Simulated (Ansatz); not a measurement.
**BH₃ + PH₃: a complex and its separated parts**

The complex below is one end of an elementary step. How strongly is it bound against its free parts?

Program: Ansatz 0.2.0, Gaussian basis. Level of theory: PBE0-D4/def2-TZVP structures, single points in def2-TZVPP, no counterpoise correction. These are calculated values, not measurements.

Levels: SPW92, PBE-D4, BLYP-D4, r2SCAN-D4, B97M-V, PBE0-D4, B3LYP-D4, r2SCAN0-D4, BHLYP-D4, CAM-B3LYP-D4, wB97X-V, wB97M-V, B2PLYP, PBE-QIDH, RPA on PBE, Hartree-Fock, MP2, CCSD, CCSD(T).

Correlated methods freeze the cores. B3LYP uses VWN-RPA correlation. B2PLYP carries no dispersion term here.

78 further runs of the same task are left out: 78 set aside as unsound or not needed.

### 1 Where the work starts

The complex: 8 atoms, charge 0, spin multiplicity 1.

Atoms are counted from 1 here; the program's logs count them from 0.

Bond lengths: B1–H2 1.215 Å, B1–H3 1.198 Å, B1–H4 1.198 Å, B1–H5 1.377 Å, H5–P6 1.540 Å, P6–H7 1.422 Å, P6–H8 1.422 Å. Angles: H2–B1–H3 113.9°, H2–B1–H4 113.9°, H2–B1–H5 74.7°, H3–B1–H4 120.0°, H3–B1–H5 112.9°, H4–B1–H5 112.9°, B1–H5–P6 97.5°, H5–P6–H7 82.8°, H5–P6–H8 82.8°, H7–P6–H8 93.4°.

As a file:

```xyz
8
BH6P
B    -0.7180   -0.5650   -0.4558
H    -0.4424   -1.6658   -0.0219
H    -0.4567   -0.4205   -1.6163
H    -1.7293   -0.1047   -0.0071
H     0.3694   -0.3697    0.3656
P     0.4997    1.1516    0.1688
H     1.8716    0.8294   -0.0201
H     0.6055    1.1448    1.5867
```

Its parts: BH₃ holds atoms 1, 2, 3, 4; PH₃ holds atoms 5, 6, 7, 8. Each part counts its atoms afresh in its own runs.

### 2 Relaxing BH₃ alone

relax-a/in.yaml

```yaml
crystal:
  periodic: [false, false, false]
  atoms:
    - {symbol: B, position_ang: [-0.717974, -0.565036, -0.455778]}
    - {symbol: H, position_ang: [-0.442385, -1.665846, -0.021914]}
    - {symbol: H, position_ang: [-0.456665, -0.420515, -1.616290]}
    - {symbol: H, position_ang: [-1.729251, -0.104673, -0.007146]}
basis:
  gaussian: {orbitals: def2-TZVP}
hamiltonian: {xc: pbe0, dispersion: d4}
relax: {f_tol: 0.005, max_steps: 200}
```

Launch:

```
> ansatz run in.yaml --threads 2 --pin off --events-out ev --progress --plain --max-ram 4352MiB
```

Further steps of the session: Relaxing PH₃ alone; SPW92/def2-TZVPP; PBE-D4/def2-TZVPP; BLYP-D4/def2-TZVPP; r2SCAN-D4/def2-TZVPP; B97M-V/def2-TZVPP; PBE0-D4/def2-TZVPP; B3LYP-D4/def2-TZVPP; r2SCAN0-D4/def2-TZVPP; BHLYP-D4/def2-TZVPP; CAM-B3LYP-D4/def2-TZVPP; wB97X-V/def2-TZVPP; wB97M-V/def2-TZVPP; B2PLYP/def2-TZVPP; PBE-QIDH/def2-TZVPP; RPA on PBE/def2-TZVPP; CCSD(T)/def2-TZVPP; CCSD(T)/def2-QZVPP; Vibrations of BH₃; Vibrations of PH₃.

Q: Predict the outcome of this session. Wanted: complex less parts, CCSD(T)/def2-TZVPP; with zero-point energy; largest T1 diagnostic.

**Answer**, as computed:

| quantity | value |
| --- | --- |
| complex less parts, CCSD(T)/def2-TZVPP | +0.84 kcal/mol |
| with zero-point energy | +4.24 kcal/mol |
| largest T1 diagnostic | 0.014 |

At CCSD(T) the complex lies 0.84 kcal/mol above its parts. B2PLYP is the best functional here (+0.51 kcal/mol from CCSD(T)); SPW92 is the worst (-22.21 kcal/mol). By rung, the mean size of the error is: LDA 22.21, GGA 7.56, meta-GGA 6.07, hybrid 4.57, range-separated hybrid 1.69, double hybrid 2.27 kcal/mol. PBE-D4 gives a relative energy 11.71 kcal/mol too low, an error of 1395 % of the reference. No counterpoise was applied, and triple zeta lacks some correlation, so the CCSD(T) reference has a basis error of its own, and close matches with it are partly luck.
